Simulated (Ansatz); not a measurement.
# CH7NSSi: the cost of one run

Program: Ansatz 0.2.0. Level of theory: RKS PBE-D4/def2-SVP. These are calculated values, not measurements.

## Step 1: Starting point

Bond lengths: C1–Si2 1.766 Å, Si2–N3 1.665 Å, Si2–S4 2.139 Å, C1–H5 1.132 Å, C1–H6 1.135 Å, C1–H7 1.119 Å, Si2–H8 1.445 Å, N3–H9 1.073 Å, N3–H10 1.040 Å, S4–H11 1.417 Å. Angles (14 of 16 angles, heavy atoms first): C1–Si2–N3 111.8°, C1–Si2–S4 111.7°, N3–Si2–S4 103.1°, C1–Si2–H8 113.8°, N3–Si2–H8 105.4°, S4–Si2–H8 110.3°, Si2–C1–H5 113.9°, Si2–C1–H6 114.8°, Si2–C1–H7 114.5°, Si2–N3–H9 111.9°, Si2–N3–H10 110.1°, Si2–S4–H11 93.1°, H5–C1–H6 104.0°, H5–C1–H7 104.8°.

Structure file:

```xyz
11

C    -1.0004    0.9487   -0.3040
Si    0.0854   -0.3470    0.2082
N     1.5522    0.2435    0.7294
S     0.6283   -1.6178   -1.4246
H    -2.0008    0.5842   -0.6894
H    -1.2727    1.6905    0.5103
H    -0.5971    1.5962   -1.1227
H    -0.4233   -1.1346    1.3077
H     1.5342    0.4986    1.7715
H     2.2713   -0.5070    0.6964
H    -0.7119   -2.0123   -1.6622
```

## Step 2: End point A

Input file input.yaml:

```yaml
crystal:
  periodic: [false, false, false]
  atoms:
    - { symbol: C, position_ang: [-1.0004, 0.9487, -0.304] }
    - { symbol: Si, position_ang: [0.0854, -0.347, 0.2082] }
    - { symbol: "N", position_ang: [1.5522, 0.2435, 0.7294] }
    - { symbol: S, position_ang: [0.6283, -1.6178, -1.4246] }
    - { symbol: H, position_ang: [-2.0008, 0.5842, -0.6894] }
    - { symbol: H, position_ang: [-1.2727, 1.6905, 0.5103] }
    - { symbol: H, position_ang: [-0.5971, 1.5962, -1.1227] }
    - { symbol: H, position_ang: [-0.4233, -1.1346, 1.3077] }
    - { symbol: H, position_ang: [1.5342, 0.4986, 1.7715] }
    - { symbol: H, position_ang: [2.2713, -0.507, 0.6964] }
    - { symbol: H, position_ang: [-0.7119, -2.0123, -1.6622] }
basis:
  gaussian: { orbitals: def2-SVP }
hamiltonian:
  xc: pbe
  dispersion: d4
relax:
  f_tol: 0.015
  max_steps: 40
```

Command:

```console
ansatz run input.yaml --threads 2 --pin off --max-ram 3072MiB --backend cpu --events-out ev --progress --plain --runs-dir out
```

What time and memory should one allow on 2 threads of Arm Neoverse V2, shared host?

About 17 s, with a peak of 0.15 GiB.
